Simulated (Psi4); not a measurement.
# doublet BHSClF+ at 3 levels

We compute a comparison of 3 runs (UB3LYP/def2-SVPD, UBHLYP/def2-SVPD, UM06-2X/def2-SVPD) of doublet BHSClF+. 

Program for the calculation: Psi4 1.11.

2 further runs of the same task are left out: 2 set aside as unsound or not needed.

## (1) Starting point

BHSClF+: 5 atoms, total charge +1, spin state doublet. As SMILES of the parent species, `FB(S)Cl`. The shape is that of a PBE0-D4/def2-TZVP optimisation. This is one conformer, not always the lowest. That shape belongs to the parent species and isn't relaxed for this state.

Bond lengths: F1–B2 1.319 Å, B2–S3 1.794 Å, B2–Cl4 1.749 Å, S3–H5 1.344 Å. Angles: F1–B2–S3 121.9°, F1–B2–Cl4 118.8°, S3–B2–Cl4 119.3°, B2–S3–H5 95.1°.

## (2) Energy and forces at UB3LYP/def2-SVPD (run 1)

File run.py:

```python
import psi4

psi4.set_memory('1600 MB')
psi4.set_num_threads(1)
psi4.core.set_output_file('bclfhs.out', False)

molecule = psi4.geometry("""
1 2
F     -1.00155485    -2.20436552     1.35096521
B     -0.80332258    -0.28534864    -0.22601124
S      2.00235380     1.60815693    -0.39873221
Cl    -3.35672052     0.42405454    -2.20153094
H      3.25354147     0.31841885     1.39688555
units au
symmetry c1
no_reorient
no_com
""")

psi4.set_options({
    'basis': 'def2-SVPD',
    'reference': 'uks',
    'puream': True,
    'e_convergence': 1e-09,
    'd_convergence': 1e-08,
    'scf_type': 'pk',
    'dft_radial_points': 99,
    'dft_spherical_points': 590,
    'maxiter': 200,
})

energy_value = psi4.gradient('b3lyp')
print('gradient / Eh bohr^-1')
print(energy_value.np.round(6))
```

The run is started by

```console
$ python run.py
```

bclfhs.out:

```text
[...]
  Running in c1 symmetry.
[...]
  Nuclear repulsion =  184.437112368084115
[...]
  Multiplicity = 2
[...]
  Nalpha       = 24
  Nbeta        = 23
[...]
    Number of basis functions: 105
[...]
   @UKS iter   1:  -983.05272785323439    2.69538e-01   3.63730e-03 ADIIS/DIIS
[...]
   @UKS iter  15:  -983.10865875592867   -4.20641e-12   6.83278e-09 DIIS
[...]
   @S^2 Observed:                7.572177757E-01
[...]
  @UKS Final Energy:  -983.10865875592867
   => Energetics <=
    Nuclear Repulsion Energy =            184.4371123680841151
    One-Electron Energy =               -1712.5458639855355614
    Two-Electron Energy =                 600.2336930300206177
    DFT Exchange-Correlation Energy =     -55.2336001684978584
    Empirical Dispersion Energy =           0.0000000000000000
    VV10 Nonlocal Energy =                  0.0000000000000000
    Total Energy =                       -983.1086587559286727
[...]
 Multipole Moments:
 ------------------------------------------------------------------------------------
     Multipole            Electronic (a.u.)      Nuclear  (a.u.)        Total (a.u.)
 ------------------------------------------------------------------------------------
 L = 1.  Multiply by 2.5417464519 to convert [e a0] to [Debye]
 Dipole X            :         35.5800646          -34.8036531            0.7764115
 Dipole Y            :        -11.0662802           11.9918240            0.9255438
 Dipole Z            :         30.9304131          -31.3802251           -0.4498120
 Magnitude           :                                                    1.2890993
[...]
  -Total Gradient:
     Atom            X                  Y                   Z
    ------   -----------------  -----------------  -----------------
       1       -0.009674989418    -0.013088619754     0.006339393408
       2        0.049889469238     0.037894108981    -0.006756120210
       3       -0.022495829156    -0.025919243820     0.010805307476
       4       -0.009165989863    -0.004525242110    -0.000898710551
       5       -0.008554777591     0.005640130985    -0.009491993988
[...]
```

The script printed:

```text
gradient / Eh bohr^-1
[[-0.009675 -0.013089  0.006339]
 [ 0.049889  0.037894 -0.006756]
 [-0.022496 -0.025919  0.010805]
 [-0.009166 -0.004525 -0.000899]
 [-0.008555  0.00564  -0.009492]]
```

Run time: 23 s. Hardware: 1 thread of AMD EPYC 9R45 (Zen 5), shared host; peak memory 0.64 GiB.

## (3) A single-point energy at UBHLYP/def2-SVPD (run 2)

File run.py:

```python
import numpy as np
from ase.calculators.psi4 import Psi4
from ase import Atoms

mol = Atoms(['F', 'B', 'S', 'Cl', 'H'], positions=[
    [-0.530000, -1.166500, 0.714900],
    [-0.425100, -0.151000, -0.119600],
    [1.059600, 0.851000, -0.211000],
    [-1.776300, 0.224400, -1.165000],
    [1.721700, 0.168500, 0.739200],
])
calc = Psi4(atoms=mol, method='bhhlyp', basis='def2-SVPD', memory='1600MB', num_threads=1, charge=1, multiplicity=2, label='calc', reference='uks')
calc.psi4.set_options({'puream': True, 'e_convergence': 1e-09, 'd_convergence': 1e-08, 'scf_type': 'pk', 'dft_radial_points': 99, 'dft_spherical_points': 590, 'maxiter': 200})
mol.calc = calc

print(f'energy: {mol.get_potential_energy():.6f} eV')
```

The run is started by

```console
$ python run.py
```

calc.dat:

```text
[...]
  Running in c1 symmetry.
[...]
  Nuclear repulsion =  184.437112351664581
[...]
  Multiplicity = 2
[...]
  Nalpha       = 24
  Nbeta        = 23
[...]
    Number of basis functions: 105
[...]
   @UKS iter   1:  -982.96766855970600    1.77754e-01   3.39131e-03 ADIIS/DIIS
[...]
   @UKS iter  14:  -983.02387596446636   -8.64020e-12   8.87824e-09 DIIS
[...]
   @S^2 Observed:                7.589435774E-01
[...]
    Orbital Energies [Eh]
    ---------------------
    Alpha Occupied:
       1A   -103.017413     2A    -90.410837     3A    -25.559149
       4A    -10.126895     5A     -8.709799     6A     -7.782584
       7A     -7.781331     8A     -7.776693     9A     -7.470866
      10A     -6.580391    11A     -6.567850    12A     -6.564868
      13A     -1.595167    14A     -1.209061    15A     -1.174247
      16A     -0.883752    17A     -0.835106    18A     -0.807671
      19A     -0.792134    20A     -0.735111    21A     -0.701261
      22A     -0.684900    23A     -0.626718    24A     -0.610046
    Alpha Virtual:
      25A     -0.224187    26A     -0.202750    27A     -0.159745
[...]
  @UKS Final Energy:  -983.02387596446636
   => Energetics <=
    Nuclear Repulsion Energy =            184.4371123516645810
    One-Electron Energy =               -1712.5975279844078614
    Two-Electron Energy =                 580.3302268660519303
    DFT Exchange-Correlation Energy =     -35.1936871977750414
    Empirical Dispersion Energy =           0.0000000000000000
    VV10 Nonlocal Energy =                  0.0000000000000000
    Total Energy =                       -983.0238759644663560
[...]
 Multipole Moments:
 ------------------------------------------------------------------------------------
     Multipole            Electronic (a.u.)      Nuclear  (a.u.)        Total (a.u.)
 ------------------------------------------------------------------------------------
 L = 1.  Multiply by 2.5417464519 to convert [e a0] to [Debye]
 Dipole X            :         -1.4606623            3.3949842            1.9343219
 Dipole Y            :         -0.6412319            1.4345763            0.7933444
 Dipole Z            :         -0.2126303            0.5429553            0.3303250
 Magnitude           :                                                    2.1166273
[...]
```

The script printed:

```text
energy: -26749.442160 eV
```

It took 17 s on 1 thread of AMD EPYC 9R45 (Zen 5), shared host; peak memory 0.65 GiB.

## (4) Energy and forces at UM06-2X/def2-SVPD (run 3)

File bclfhs.dat:

```
memory 1.6 GB

molecule {
  1 2
  F     -0.530000    -1.166500     0.714900
  B     -0.425100    -0.151000    -0.119600
  S      1.059600     0.851000    -0.211000
  Cl    -1.776300     0.224400    -1.165000
  H      1.721700     0.168500     0.739200
  symmetry c1
  no_reorient
  no_com
}

set {
  basis def2-SVPD
  reference uks
  puream true
  e_convergence 1e-09
  d_convergence 1e-08
  scf_type pk
  dft_radial_points 99
  dft_spherical_points 590
  maxiter 200
}

gradient("m06-2x")
```

The run is started by

```console
$ psi4 -i bclfhs.dat -o bclfhs.out -n 1
```

bclfhs.out:

```text
[...]
  Running in c1 symmetry.
[...]
  Nuclear repulsion =  184.437112351664581
[...]
  Multiplicity = 2
[...]
  Nalpha       = 24
  Nbeta        = 23
[...]
    Number of basis functions: 105
[...]
   @UKS iter   1:  -982.95061469099858    2.03741e-01   3.05570e-03 DIIS/ADIIS
[...]
   @UKS iter  15:  -982.99794689439193   -2.72848e-12   6.07651e-09 DIIS
[...]
   @S^2 Observed:                7.574476741E-01
[...]
  @UKS Final Energy:  -982.99794689439193
   => Energetics <=
    Nuclear Repulsion Energy =            184.4371123516645810
    One-Electron Energy =               -1712.5756836420944182
    Two-Electron Energy =                 577.6407079542572092
    DFT Exchange-Correlation Energy =     -32.5000835582192948
    Empirical Dispersion Energy =           0.0000000000000000
    VV10 Nonlocal Energy =                  0.0000000000000000
    Total Energy =                       -982.9979468943919301
[...]
 Multipole Moments:
 ------------------------------------------------------------------------------------
     Multipole            Electronic (a.u.)      Nuclear  (a.u.)        Total (a.u.)
 ------------------------------------------------------------------------------------
 L = 1.  Multiply by 2.5417464519 to convert [e a0] to [Debye]
 Dipole X            :         35.9017927          -34.8036530            1.0981397
 Dipole Y            :        -11.0102942           11.9918240            0.9815299
 Dipole Z            :         31.0519135          -31.3802251           -0.3283116
 Magnitude           :                                                    1.5090063
[...]
  -Total Gradient:
     Atom            X                  Y                   Z
    ------   -----------------  -----------------  -----------------
       1       -0.013115723440    -0.017737347313     0.008590303760
       2        0.069303040585     0.043290255734    -0.001197065019
       3       -0.028414905223    -0.027379430891     0.008945691587
       4       -0.020080839801    -0.002766836988    -0.008224968059
       5       -0.007718491994     0.004552109888    -0.008090180196
[...]
```

Run time: 48 s. Hardware: 1 thread of AMD EPYC 9R45 (Zen 5), shared host; peak memory 0.65 GiB.

## (5) All runs side by side

```tsv
run	level	task	energy (Eh)	HOMO energy (eV)	LUMO energy (eV)	⟨S²⟩	wall time
1	UB3LYP/def2-SVPD	gradient	-983.108659	-15.24	-13.34	0.757	23 s
2	UBHLYP/def2-SVPD	energy	-983.023876	-16.52	-12.11	0.759	17 s
3	UM06-2X/def2-SVPD	gradient	-982.997947	-16.63	-12.18	0.757	48 s
```

## (6) What came out

| quantity | value |
| --- | --- |
| run 3: total energy | -982.99795 Eh |
| run 3: HOMO energy (highest over α and β) | -16.63 eV |
| run 3: LUMO energy (lowest over α and β) | -12.18 eV |
| run 3: ⟨S²⟩ | 0.757 |
| run 3: largest force on an atom | 4.202 eV/Å |

In words: Totals of different functionals can't be ranked against each other. All runs together took 89 s, the longest 48 s.
